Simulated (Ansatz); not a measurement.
# CH₆OS₂Si: one species, many methods

Aim: compute CH₆OS₂Si with functionals from several rungs and with coupled cluster. The yardstick is the atomisation energy at the CCSD(T) limit.

The runs use Ansatz 0.2.0, Gaussian basis; functionals in def2-TZVPP, the program's frozen cores in correlated methods.

The runs, in order: PBE-D4, r2SCAN-D4, PBE0-D4, B3LYP-D4, ωB97X-V, ωB97M-V, B2PLYP; CCSD(T)/def2-TZVPP; MP2/def2-QZVPP; extrapolation to the limit.

## Step 1: The relaxed structure

The geometry comes from an earlier relaxation with PBE0-D4 in a triple-zeta def2 set; it is a stationary point, not always the lowest conformer.

SMILES `SCO[SiH2]S`, 11 atoms, charge 0, spin multiplicity 1.

Atoms are counted from 1 here; the program's logs count them from 0.

Bond lengths: S1–C2 1.807 Å, S1–H6 1.343 Å, C2–O3 1.402 Å, C2–H7 1.091 Å, C2–H8 1.094 Å, O3–Si4 1.641 Å, Si4–S5 2.135 Å, Si4–H9 1.485 Å, Si4–H10 1.476 Å, S5–H11 1.345 Å. Angles: C2–S1–H6 96.1°, S1–C2–O3 114.4°, S1–C2–H7 105.0°, S1–C2–H8 108.9°, O3–C2–H7 108.1°, O3–C2–H8 111.7°, H7–C2–H8 108.4°, C2–O3–Si4 124.4°, O3–Si4–S5 114.0°, O3–Si4–H9 111.2°, O3–Si4–H10 104.6°, S5–Si4–H9 102.7°, S5–Si4–H10 111.9°, H9–Si4–H10 112.8°, Si4–S5–H11 94.6°.

## Step 2: PBE-D4 (GGA)

Input file in.yaml:

```yaml
crystal:
  periodic: [false, false, false]
  atoms:
    - {symbol: S, position_ang: [-2.027436, -1.105782, 0.643004]}
    - {symbol: C, position_ang: [-0.291393, -0.937780, 1.115765]}
    - {symbol: O, position_ang: [0.602115, -0.905595, 0.035986]}
    - {symbol: Si, position_ang: [1.215344, 0.468146, -0.620111]}
    - {symbol: S, position_ang: [-0.268857, 1.847756, -1.291768]}
    - {symbol: H, position_ang: [-2.193479, 0.168917, 0.253022]}
    - {symbol: H, position_ang: [-0.074012, -1.826777, 1.710196]}
    - {symbol: H, position_ang: [-0.182420, -0.058244, 1.757103]}
    - {symbol: H, position_ang: [1.960928, 1.258665, 0.391738]}
    - {symbol: H, position_ang: [2.073443, 0.001323, -1.727198]}
    - {symbol: H, position_ang: [-0.748734, 1.032370, -2.247139]}
basis:
  gaussian: {orbitals: def2-TZVPP}
hamiltonian: {xc: pbe, dispersion: d4}
output: {forces: true, orbitals: {seedname: orbitals}}
```

Started as:

```sh
$ ansatz run in.yaml --threads 4 --pin off --events-out ev --progress --plain --max-ram 10444MiB
```

Further steps of the session: r2SCAN-D4 (meta-GGA); PBE0-D4 (hybrid); B3LYP-D4 (hybrid); ωB97X-V (range-separated); ωB97M-V (range-separated); B2PLYP (double hybrid); CCSD(T) in def2-TZVPP; MP2 in def2-QZVPP.

Before running them: what should the planned runs give, taken together? Wanted: atomisation energy, CCSD(T)/CBS; farthest; mean size of error, hybrid; mean size of error, range-separated; gap, smallest and largest; T1 diagnostic; triples share of the correlation energy.

**Answer**, as computed:

```
                               quantity                                 value
        atomisation energy, CCSD(T)/CBS                         3729.0 kJ/mol
 functionals within 18.6 kJ/mol (0.5 %)           r2SCAN-D4, ωB97X-V, ωB97M-V
                               farthest                 B2PLYP (-69.5 kJ/mol)
             mean size of error, hybrid                           21.2 kJ/mol
    mean size of error, range-separated                           17.4 kJ/mol
              gap, smallest and largest  5.19 eV (PBE-D4), 11.79 eV (ωB97X-V)
                          T1 diagnostic                                0.0120
triples share of the correlation energy                                 4.1 %
```

What this shows: PBE-D4 misses by +42.9 kJ/mol. Double hybrids carry the basis error of their MP2 part in triple zeta, and no dispersion term here, so their miss is partly the set-up's. The reference freezes the cores and leaves out relativity and excitations past (T), so misses under about 18.6 kJ/mol can't be ranked. Hartree-Fock recovers 71 % of the binding; the rest is correlation. The gap grows from 5.2 to 11.8 eV across the functionals, mostly with the share of exact exchange.
